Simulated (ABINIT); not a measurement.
Crystal: CaC.

```
CELL_PARAMETERS angstrom
0.00000 2.61313 2.61313
2.61313 0.00000 2.61313
2.61313 2.61313 0.00000
ATOMIC_POSITIONS crystal
Ca 0.50000 0.50000 0.50000
C 0.00000 0.00000 0.00000
```

The cell was built by a generator and needn't be a form met in nature.

* Program: ABINIT 10.8.3 (patched build)
* Task: relaxation of cell and atoms
* Functional: RPBE
* Potentials or basis: PseudoDojo NC SR PBE v0.5 stringent
* Cutoff: 1116 eV
* k mesh: 7 × 7 × 7
* Occupations: fermi-dirac, width 0.05 eV
* Spin: no spin polarisation

At the start: pressure 2.3 GPa; volume 17.84 Å³/atom.

**Question.** Where does the relaxation end?

**Answer.** Over 4 steps the energy falls by 4.8 meV/atom and the volume is 18.53 Å³/atom (+3.8 %); space group Fm-3m (No. 225, to 0.05 Å).

Step by step:
```
step  energy change (eV)  largest force (eV/Å)  pressure (GPa)  volume (Å³)
   1              0.0000                0.0000            2.33        35.69
   2             -0.0033                0.0000            1.86        35.94
   3             -0.0096                0.0000            0.07        37.01
   4             -0.0097                0.0000            0.00        37.06
```

Final structure:
```xyz
2
Lattice="0.0000 2.6462 2.6462 2.6462 0.0000 2.6462 2.6462 2.6462 0.0000" Properties=species:S:1:pos:R:3 pbc="T T T"
Ca    2.6462    2.6462    2.6462
C     0.0000    0.0000    0.0000
```

Caveat: the potentials were made for another functional, which shifts forces and pressure.
